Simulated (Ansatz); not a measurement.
# GeNH (singlet): PBE, r2SCAN, PBE0, B3LYP, wB97M-V, B2PLYP, RPA-PBE over vertical spin and charge gaps, cc-pVDZ, part 1 of 2

How well do these functionals follow the top wave-function level for GeNH (singlet) over vertical spin and charge gaps?

Method: cc-pVDZ, all electrons in the functionals, frozen cores in the correlation of double hybrids and RPA; program: Ansatz 0.2.0, Gaussian basis.

Plan: PBE, r2SCAN, PBE0, B3LYP, wB97M-V, B2PLYP, RPA-PBE, at charge 0, singlet; charge 0, triplet; charge 1, doublet.

4 further runs of the same task are left out: 4 set aside as unsound or not needed.

## (1) What is computed

The geometry is a PBE0/def2-TZVP stationary point (not a proven minimum). No spin-orbit coupling is included. The filled d shell of Ge may be among the frozen orbitals whatever the setting's name suggests; the logs give the count.

3 atoms, charge 0, spin multiplicity 1.

Atoms are counted from 1 here; the program's logs count them from 0.

Bond lengths: Ge1–N2 1.644 Å, N2–H3 1.003 Å. Angles: Ge1–N2–H3 180.0°.

Geometry (Å):

```
atom    x (Å)    y (Å)     z (Å)
 Ge1  0.00000  0.00000   1.43050
  N2  0.00000  0.00000  -0.21391
  H3  0.00000  0.00000  -1.21659
```

No dispersion term is added; wB97M-V holds VV10 nonlocal correlation. B3LYP takes the VWN-RPA correlation.

The geometry shown and the zero of energy belong to the point charge 0, singlet. The yardstick, RCCSDTQ, and other wave-function levels (R restricted, U unrestricted, valence and pair active spaces) come from earlier runs.

## (2) PBE, charge 0, singlet

Input file in.yaml:

```yaml
crystal:
  periodic: [false, false, false]
  atoms:
    - {symbol: Ge, position_ang: [0.000000, 0.000000, 1.430501]}
    - {symbol: N, position_ang: [0.000000, 0.000000, -0.213910]}
    - {symbol: H, position_ang: [0.000000, 0.000000, -1.216591]}
basis:
  gaussian: {orbitals: cc-pVDZ}
magnetization: {spin_polarized: true, initial_magnetization: 0}
hamiltonian: {xc: {name: PBE}}
output: {orbitals: {seedname: orbitals}}
```

Launch:

```console
ansatz run in.yaml --threads 1 --pin off --events-out ev --progress --plain --max-ram 2816MiB --backend cpu
```

Standard output:

```text
Functional definition: PBE
  name "PBE"
  cite "Perdew, Burke & Ernzerhof, Phys. Rev. Lett. 77, 3865 (1996) doi:10.1103/PhysRevLett.77.3865"
  parent pbe
  parameter kappa = 0.804
  parameter beta = 0.06672455060314922
  exchange = pbe_x(kappa = kappa, mu = beta*pi^2/3)
  correlation = pbe_c(beta = beta)
509 factors; integrals over basis functions are off by at most 1.3e-3 eV
mean field evaluation 1: about -57999.1509 eV, gradient 5.4e1 eV
mean field evaluation 2: about -57897.8228 eV, gradient 1.1e2 eV
mean field evaluation 4: about -58011.5123 eV, gradient 1.4e1 eV
mean field evaluation 8: about -58012.7848 eV, gradient 4.1e-2 eV
mean field -58012.78385705 eV, -2131.9304842693 hartree, gradient 6.3e-5 eV, S^2 0.000000; 0 other end points of the search recorded, 0 dependent functions left out
reference -58012.78388144 eV, -2131.9304851658 hartree; 20, 20 occupied and 26, 26 virtual orbitals, 509 factors
Total energy: -58012.78388144 eV, -2131.9304851658 hartree
```

Wall time 1.1 s (1 thread of AMD EPYC 7R13, shared host).

From the report: ⟨S²⟩ of the determinant 0.000 (pure singlet: 0.00).

## (3) PBE, charge 0, triplet

Edit in.yaml of step 2 so:

```diff
@@ -8,3 +8,3 @@
   gaussian: {orbitals: cc-pVDZ}
-magnetization: {spin_polarized: true, initial_magnetization: 0}
+magnetization: {spin_polarized: true, initial_magnetization: 2}
 hamiltonian: {xc: {name: PBE}}
```

Same command.

Standard output:

```text
Functional definition: PBE
  name "PBE"
  cite "Perdew, Burke & Ernzerhof, Phys. Rev. Lett. 77, 3865 (1996) doi:10.1103/PhysRevLett.77.3865"
  parent pbe
  parameter kappa = 0.804
  parameter beta = 0.06672455060314922
  exchange = pbe_x(kappa = kappa, mu = beta*pi^2/3)
  correlation = pbe_c(beta = beta)
509 factors; integrals over basis functions are off by at most 1.3e-3 eV
mean field evaluation 1: about -57993.7895 eV, gradient 5.4e1 eV
mean field evaluation 2: about -57859.8263 eV, gradient 1.2e2 eV
mean field evaluation 4: about -58003.2672 eV, gradient 2.8e1 eV
mean field evaluation 8: about -58008.8840 eV, gradient 1.0e-1 eV
mean field evaluation 16: about -58008.8833 eV, gradient 6.2e-5 eV
mean field evaluation 32: about -58007.5616 eV, gradient 3.2e-1 eV
mean field evaluation 64: about -58008.7910 eV, gradient 3.3e0 eV
mean field -58008.88327693 eV, -2131.7871405938 hartree, gradient 4.5e-5 eV, S^2 2.005642; 10 other end points of the search recorded, 0 dependent functions left out
reference -58008.88330458 eV, -2131.7871416100 hartree; 21, 19 occupied and 25, 27 virtual orbitals, 509 factors
Total energy: -58008.88330458 eV, -2131.7871416100 hartree
```

Run time: 3.6 s. Hardware: 1 thread of AMD EPYC 7R13, shared host.

From the report: ⟨S²⟩ of the determinant 2.006 (pure triplet: 2.00).

From charge 0, singlet: +3.901 eV.

## (4) PBE, charge 1, doublet

Edit in.yaml of step 3 so:

```diff
@@ -8,3 +8,4 @@
   gaussian: {orbitals: cc-pVDZ}
-magnetization: {spin_polarized: true, initial_magnetization: 2}
+total_charge: 1
+magnetization: {spin_polarized: true, initial_magnetization: 1}
 hamiltonian: {xc: {name: PBE}}
```

Same command.

Standard output:

```text
Functional definition: PBE
  name "PBE"
  cite "Perdew, Burke & Ernzerhof, Phys. Rev. Lett. 77, 3865 (1996) doi:10.1103/PhysRevLett.77.3865"
  parent pbe
  parameter kappa = 0.804
  parameter beta = 0.06672455060314922
  exchange = pbe_x(kappa = kappa, mu = beta*pi^2/3)
  correlation = pbe_c(beta = beta)
509 factors; integrals over basis functions are off by at most 1.3e-3 eV
mean field evaluation 1: about -57966.1696 eV, gradient 8.3e1 eV
mean field evaluation 2: about -57796.9374 eV, gradient 1.3e2 eV
mean field evaluation 4: about -57994.7729 eV, gradient 3.4e1 eV
mean field evaluation 8: about -58002.7663 eV, gradient 5.1e-2 eV
mean field evaluation 16: about -58002.7651 eV, gradient 2.3e-5 eV
mean field evaluation 32: about -58001.4003 eV, gradient 8.5e-3 eV
mean field evaluation 64: about -58002.7651 eV, gradient 6.3e-5 eV
mean field -58002.76506215 eV, -2131.5623003479 hartree, gradient 6.3e-5 eV, S^2 0.754358; 8 other end points of the search recorded, 0 dependent functions left out
reference -58002.76508717 eV, -2131.5623012671 hartree; 20, 19 occupied and 26, 27 virtual orbitals, 509 factors
Total energy: -58002.76508717 eV, -2131.5623012671 hartree
```

Run time: 2.5 s. Hardware: 1 thread of AMD EPYC 7R13, shared host.

From the report: ⟨S²⟩ of the determinant 0.754 (pure doublet: 0.75).

From charge 0, singlet: +10.019 eV.

## (5) r2SCAN, charge 0, singlet

Edit in.yaml of step 4 so:

```diff
@@ -8,5 +8,3 @@
   gaussian: {orbitals: cc-pVDZ}
-total_charge: 1
-magnetization: {spin_polarized: true, initial_magnetization: 1}
-hamiltonian: {xc: {name: PBE}}
-output: {orbitals: {seedname: orbitals}}
+magnetization: {spin_polarized: true, initial_magnetization: 0}
+hamiltonian: {xc: {name: r2SCAN}}
```

Same command.

Standard output:

```text
Functional definition: r2SCAN
  name "r2SCAN"
  cite "Furness, Kaplan, Ning, Perdew & Sun, J. Phys. Chem. Lett. 11, 8208 (2020) doi:10.1021/acs.jpclett.0c02405"
  cite "Furness, Kaplan, Ning, Perdew & Sun, J. Phys. Chem. Lett. 11, 9248 (2020) doi:10.1021/acs.jpclett.0c03077"
  parent r2scan
  parameter k0 = 0.174
  parameter k1 = 0.065
  parameter a1 = 4.9479
  exchange = r2scan_x(k0 = k0, k1 = k1, a1 = a1)
  correlation = r2scan_c
509 factors; integrals over basis functions are off by at most 1.3e-3 eV
mean field evaluation 1: about -58010.3339 eV, gradient 5.0e1 eV
mean field evaluation 2: about -57922.9042 eV, gradient 1.0e2 eV
mean field evaluation 4: about -58021.2483 eV, gradient 9.1e0 eV
mean field evaluation 8: about -58021.8046 eV, gradient 2.7e-1 eV
mean field -58021.80504062 eV, -2132.2620066507 hartree, gradient 2.8e-5 eV, S^2 0.000000; 0 other end points of the search recorded, 0 dependent functions left out
reference -58021.80504907 eV, -2132.2620069613 hartree; 20, 20 occupied and 26, 26 virtual orbitals, 509 factors
Total energy: -58021.80504907 eV, -2132.2620069613 hartree
```

Run time: 2.2 s. Hardware: 1 thread of AMD EPYC 7R13, shared host.

From the report: ⟨S²⟩ of the determinant 0.000 (pure singlet: 0.00).

## (6) r2SCAN, charge 0, triplet

Edit in.yaml of step 5 so:

```diff
@@ -8,3 +8,3 @@
   gaussian: {orbitals: cc-pVDZ}
-magnetization: {spin_polarized: true, initial_magnetization: 0}
+magnetization: {spin_polarized: true, initial_magnetization: 2}
 hamiltonian: {xc: {name: r2SCAN}}
```

Same command.

Standard output (excerpt; [...] marks lines left out):

```text
Functional definition: r2SCAN
  name "r2SCAN"
  cite "Furness, Kaplan, Ning, Perdew & Sun, J. Phys. Chem. Lett. 11, 8208 (2020) doi:10.1021/acs.jpclett.0c02405"
  cite "Furness, Kaplan, Ning, Perdew & Sun, J. Phys. Chem. Lett. 11, 9248 (2020) doi:10.1021/acs.jpclett.0c03077"
  parent r2scan
[...]
509 factors; integrals over basis functions are off by at most 1.3e-3 eV
[...]
mean field -58018.20755331 eV, -2132.1298014305 hartree, gradient 2.2e-5 eV, S^2 2.012986; 8 other end points of the search recorded, 0 dependent functions left out
reference -58018.20756231 eV, -2132.1298017614 hartree; 21, 19 occupied and 25, 27 virtual orbitals, 509 factors
Total energy: -58018.20756231 eV, -2132.1298017614 hartree
```

Run time: 9 s. Hardware: 1 thread of AMD EPYC 7R13, shared host.

From the report: ⟨S²⟩ of the determinant 2.013 (pure triplet: 2.00).

From charge 0, singlet: +3.597 eV.

## (7) r2SCAN, charge 1, doublet

Edit in.yaml of step 6 so:

```diff
@@ -8,3 +8,5 @@
   gaussian: {orbitals: cc-pVDZ}
-magnetization: {spin_polarized: true, initial_magnetization: 2}
+total_charge: 1
+magnetization: {spin_polarized: true, initial_magnetization: 1}
 hamiltonian: {xc: {name: r2SCAN}}
+output: {forces: true}
```

Same command.

Standard output (excerpt; [...] marks lines left out):

```text
Functional definition: r2SCAN
  name "r2SCAN"
  cite "Furness, Kaplan, Ning, Perdew & Sun, J. Phys. Chem. Lett. 11, 8208 (2020) doi:10.1021/acs.jpclett.0c02405"
  cite "Furness, Kaplan, Ning, Perdew & Sun, J. Phys. Chem. Lett. 11, 9248 (2020) doi:10.1021/acs.jpclett.0c03077"
  parent r2scan
[...]
509 factors; integrals over basis functions are off by at most 1.3e-3 eV
[...]
mean field -58011.88801110 eV, -2131.8975625380 hartree, gradient 2.0e-5 eV, S^2 0.757816; 5 other end points of the search recorded, 0 dependent functions left out
[...]
reference -58011.88801991 eV, -2131.8975628619 hartree; 20, 19 occupied and 26, 27 virtual orbitals, 509 factors
Total energy: -58011.88801991 eV, -2131.8975628619 hartree
Atom 0 at     0.000000     0.000000     1.430501 Å, force     0.000000    -0.000000     5.326355 eV/Å
Atom 1 at     0.000000     0.000000    -0.213910 Å, force    -0.000000     0.000000    -4.136165 eV/Å
Atom 2 at     0.000000     0.000000    -1.216591 Å, force     0.000000    -0.000000    -1.190190 eV/Å
Dipole moment:     0.000000     0.000000    -0.346182 e Å
```

It took 6.5 s on 1 thread of AMD EPYC 7R13, shared host.

From the report: ⟨S²⟩ of the determinant 0.758 (pure doublet: 0.75).

From charge 0, singlet: +9.917 eV.

## (8) PBE0, charge 0, singlet

Edit in.yaml of step 7 so:

```diff
@@ -8,5 +8,4 @@
   gaussian: {orbitals: cc-pVDZ}
-total_charge: 1
-magnetization: {spin_polarized: true, initial_magnetization: 1}
-hamiltonian: {xc: {name: r2SCAN}}
-output: {forces: true}
+magnetization: {spin_polarized: true, initial_magnetization: 0}
+hamiltonian: {xc: {name: PBE0}}
+output: {orbitals: {seedname: orbitals}}
```

Same command.

Standard output:

```text
Functional definition: PBE0
  name "PBE0"
  cite "Adamo & Barone, J. Chem. Phys. 110, 6158 (1999) doi:10.1063/1.478522"
  cite "Perdew, Burke & Ernzerhof, Phys. Rev. Lett. 77, 3865 (1996) doi:10.1103/PhysRevLett.77.3865"
  parent pbe
  parameter a = 0.25
  parameter kappa = 0.804
  parameter beta = 0.06672455060314922
  exchange = (1 - a)*pbe_x(kappa = kappa, mu = beta*pi^2/3) + a*exact_x
  correlation = pbe_c(beta = beta)
509 factors; integrals over basis functions are off by at most 1.3e-3 eV
mean field evaluation 1: about -58004.2078 eV, gradient 4.6e1 eV
mean field evaluation 2: about -57936.4102 eV, gradient 9.8e1 eV
mean field evaluation 4: about -58013.9186 eV, gradient 3.2e0 eV
mean field evaluation 8: about -58014.0145 eV, gradient 1.1e-1 eV
mean field evaluation 16: about -58014.0146 eV, gradient 8.7e-5 eV
mean field -58014.01459622 eV, -2131.9757130998 hartree, gradient 8.6e-5 eV, S^2 0.000000; 0 other end points of the search recorded, 0 dependent functions left out
reference -58014.01461449 eV, -2131.9757137709 hartree; 20, 20 occupied and 26, 26 virtual orbitals, 509 factors
Total energy: -58014.01461449 eV, -2131.9757137709 hartree
```

It took 1.6 s on 1 thread of AMD EPYC 7R13, shared host.

From the report: ⟨S²⟩ of the determinant 0.000 (pure singlet: 0.00).

Orbitals, density, ELF and potential are computed afterwards from the orbital file.

Frontier orbitals at PBE0/cc-pVDZ (alpha spin), with the share of their density that lies nearest to each atom:

```
orbital  energy (eV)                    lies on
 HOMO-1        -7.55  N2 69 %; Ge1 24 %; H3 7 %
   HOMO        -7.55  N2 69 %; Ge1 24 %; H3 7 %
   LUMO        -1.01          Ge1 74 %; N2 22 %
```

ELF in a plane through or near 3 of the atoms.

Ten even steps from ' ' (0.00) to '@' (0.99):
```
                                                        
                                  ..........            
                        ..........::--======--..        
                      ..::----------++**####**==::      
                      ..--======--==++**##%%##**--..    
                  ....::++****++======**##%%@@%%**--..  
              ::--======**####**--::::--**%%@@@@%%++::  
            --**##%%######%%%%**::......--**%%@@@@##--  
          ..**%%@@@@@@%%##++%%++::==**++::==%%@@@@%%==..
          ::##%%@@@@@@@@==::##++::**==##----%%@@@@%%++..
          ::##%%@@@@@@@@==--**++::**==##==--##@@@@%%++..
          ..**%%@@@@@@%%**++%%++::==**++::==%%@@@@%%==..
            --**##########%%%%**::..::::--**%%@@@@##--  
            ..::--======**####**--::::--**%%@@@@%%++::  
                  ....::++****++======**##%%@@%%**--..  
                      ..--======--==++##%%%%##**--..    
                      ..::----------++**####**==::      
                          ........::--======--..        
                                  ..........            
                                                        
```
The map spans 8.1 Å across and 5.2 Å up, centred on the molecule. Atoms in the plane (x, y in Å): Ge1 (1.4, 0.0), N2 (-0.2, 0.0), H3 (-1.2, 0.0).

On the surface of density 0.002 e/bohr³ the electrostatic potential runs, from the 1st to the 99th percentile, from -0.86 V near N2 to 1.44 V near H3.

## (9) PBE0, charge 0, triplet

Edit in.yaml of step 8 so:

```diff
@@ -8,3 +8,3 @@
   gaussian: {orbitals: cc-pVDZ}
-magnetization: {spin_polarized: true, initial_magnetization: 0}
+magnetization: {spin_polarized: true, initial_magnetization: 2}
 hamiltonian: {xc: {name: PBE0}}
```

Same command.

Standard output (excerpt; [...] marks lines left out):

```text
Functional definition: PBE0
  name "PBE0"
  cite "Adamo & Barone, J. Chem. Phys. 110, 6158 (1999) doi:10.1063/1.478522"
  cite "Perdew, Burke & Ernzerhof, Phys. Rev. Lett. 77, 3865 (1996) doi:10.1103/PhysRevLett.77.3865"
  parent pbe
[...]
509 factors; integrals over basis functions are off by at most 1.3e-3 eV
[...]
mean field -58010.45845375 eV, -2131.8450272745 hartree, gradient 3.0e-5 eV, S^2 2.008625; 3 other end points of the search recorded, 0 dependent functions left out
reference -58010.45847432 eV, -2131.8450280302 hartree; 21, 19 occupied and 25, 27 virtual orbitals, 509 factors
Total energy: -58010.45847432 eV, -2131.8450280302 hartree
```

It took 3.4 s on 1 thread of AMD EPYC 7R13, shared host.

From the report: ⟨S²⟩ of the determinant 2.009 (pure triplet: 2.00).

From charge 0, singlet: +3.556 eV.

## (10) PBE0, charge 1, doublet

Edit in.yaml of step 9 so:

```diff
@@ -8,4 +8,5 @@
   gaussian: {orbitals: cc-pVDZ}
-magnetization: {spin_polarized: true, initial_magnetization: 2}
+total_charge: 1
+magnetization: {spin_polarized: true, initial_magnetization: 1}
 hamiltonian: {xc: {name: PBE0}}
-output: {orbitals: {seedname: orbitals}}
+output: {forces: true, orbitals: {seedname: orbitals}}
```

Launched as before.

Standard output (excerpt; [...] marks lines left out):

```text
Functional definition: PBE0
  name "PBE0"
  cite "Adamo & Barone, J. Chem. Phys. 110, 6158 (1999) doi:10.1063/1.478522"
  cite "Perdew, Burke & Ernzerhof, Phys. Rev. Lett. 77, 3865 (1996) doi:10.1103/PhysRevLett.77.3865"
  parent pbe
[...]
509 factors; integrals over basis functions are off by at most 1.3e-3 eV
[...]
mean field -58004.22636105 eV, -2131.6160020919 hartree, gradient 1.9e-5 eV, S^2 0.755713; 3 other end points of the search recorded, 0 dependent functions left out
[...]
reference -58004.22638004 eV, -2131.6160027899 hartree; 20, 19 occupied and 26, 27 virtual orbitals, 509 factors
Total energy: -58004.22638004 eV, -2131.6160027899 hartree
Atom 0 at     0.000000     0.000000     1.430501 Å, force     0.000000     0.000000     5.273559 eV/Å
Atom 1 at     0.000000     0.000000    -0.213910 Å, force    -0.000000    -0.000000    -4.162585 eV/Å
Atom 2 at     0.000000     0.000000    -1.216591 Å, force    -0.000000    -0.000000    -1.110974 eV/Å
Dipole moment:     0.000000     0.000000    -0.319820 e Å
```

It took 3.5 s on 1 thread of AMD EPYC 7R13, shared host.

From the report: ⟨S²⟩ of the determinant 0.756 (pure doublet: 0.75).

From charge 0, singlet: +9.788 eV.

## (11) B3LYP, charge 0, singlet

Input file in.yaml:

```yaml
crystal:
  periodic: [false, false, false]
  atoms:
    - {symbol: Ge, position_ang: [0.000000, 0.000000, 1.430501]}
    - {symbol: N, position_ang: [0.000000, 0.000000, -0.213910]}
    - {symbol: H, position_ang: [0.000000, 0.000000, -1.216591]}
basis:
  gaussian: {orbitals: cc-pVDZ}
magnetization: {spin_polarized: true, initial_magnetization: 0}
hamiltonian: {xc: {name: B3LYP}}
```

Launched as before.

Standard output (excerpt; [...] marks lines left out):

```text
Functional definition: B3LYP
  name "B3LYP"
  cite "Stephens, Devlin, Chabalowski & Frisch, J. Phys. Chem. 98, 11623 (1994) doi:10.1021/j100096a001"
  cite "Becke, Phys. Rev. A 38, 3098 (1988) doi:10.1103/PhysRevA.38.3098"
  cite "Lee, Yang & Parr, Phys. Rev. B 37, 785 (1988) doi:10.1103/PhysRevB.37.785"
  cite "Vosko, Wilk & Nusair, Can. J. Phys. 58, 1200 (1980) doi:10.1139/p80-159"
[...]
509 factors; integrals over basis functions are off by at most 1.3e-3 eV
[...]
mean field -58024.26400578 eV, -2132.3523719537 hartree, gradient 1.8e-5 eV, S^2 0.000000; 0 other end points of the search recorded, 0 dependent functions left out
reference -58024.26417415 eV, -2132.3523781411 hartree; 20, 20 occupied and 26, 26 virtual orbitals, 509 factors
Total energy: -58024.26417415 eV, -2132.3523781411 hartree
```

It took 1.1 s on 1 thread of AMD EPYC 7R13, shared host.

From the report: ⟨S²⟩ of the determinant 0.000 (pure singlet: 0.00).

## (12) B3LYP, charge 0, triplet

Edit in.yaml of step 11 so:

```diff
@@ -8,3 +8,3 @@
   gaussian: {orbitals: cc-pVDZ}
-magnetization: {spin_polarized: true, initial_magnetization: 0}
+magnetization: {spin_polarized: true, initial_magnetization: 2}
 hamiltonian: {xc: {name: B3LYP}}
```

Launched as before.

Standard output (excerpt; [...] marks lines left out):

```text
Functional definition: B3LYP
  name "B3LYP"
  cite "Stephens, Devlin, Chabalowski & Frisch, J. Phys. Chem. 98, 11623 (1994) doi:10.1021/j100096a001"
  cite "Becke, Phys. Rev. A 38, 3098 (1988) doi:10.1103/PhysRevA.38.3098"
  cite "Lee, Yang & Parr, Phys. Rev. B 37, 785 (1988) doi:10.1103/PhysRevB.37.785"
  cite "Vosko, Wilk & Nusair, Can. J. Phys. 58, 1200 (1980) doi:10.1139/p80-159"
[...]
509 factors; integrals over basis functions are off by at most 1.3e-3 eV
[...]
mean field -58020.56489662 eV, -2132.2164321995 hartree, gradient 2.1e-5 eV, S^2 2.007050; 4 other end points of the search recorded, 0 dependent functions left out
reference -58020.56507540 eV, -2132.2164387693 hartree; 21, 19 occupied and 25, 27 virtual orbitals, 509 factors
Total energy: -58020.56507540 eV, -2132.2164387693 hartree
```

Run time: 3 s. Hardware: 1 thread of AMD EPYC 7R13, shared host.

From the report: ⟨S²⟩ of the determinant 2.007 (pure triplet: 2.00).

From charge 0, singlet: +3.699 eV.

## (13) B3LYP, charge 1, doublet

Edit in.yaml of step 12 so:

```diff
@@ -8,3 +8,4 @@
   gaussian: {orbitals: cc-pVDZ}
-magnetization: {spin_polarized: true, initial_magnetization: 2}
+total_charge: 1
+magnetization: {spin_polarized: true, initial_magnetization: 1}
 hamiltonian: {xc: {name: B3LYP}}
```

Same command.

Standard output (excerpt; [...] marks lines left out):

```text
Functional definition: B3LYP
  name "B3LYP"
  cite "Stephens, Devlin, Chabalowski & Frisch, J. Phys. Chem. 98, 11623 (1994) doi:10.1021/j100096a001"
  cite "Becke, Phys. Rev. A 38, 3098 (1988) doi:10.1103/PhysRevA.38.3098"
  cite "Lee, Yang & Parr, Phys. Rev. B 37, 785 (1988) doi:10.1103/PhysRevB.37.785"
  cite "Vosko, Wilk & Nusair, Can. J. Phys. 58, 1200 (1980) doi:10.1139/p80-159"
[...]
509 factors; integrals over basis functions are off by at most 1.3e-3 eV
[...]
mean field -58014.40613682 eV, -2131.9901019515 hartree, gradient 1.3e-5 eV, S^2 0.755036; 3 other end points of the search recorded, 0 dependent functions left out
reference -58014.40630214 eV, -2131.9901080269 hartree; 20, 19 occupied and 26, 27 virtual orbitals, 509 factors
Total energy: -58014.40630214 eV, -2131.9901080269 hartree
```

Run time: 3.5 s. Hardware: 1 thread of AMD EPYC 7R13, shared host.

From the report: ⟨S²⟩ of the determinant 0.755 (pure doublet: 0.75).

From charge 0, singlet: +9.858 eV.

(Continued in part 2 of 2.)
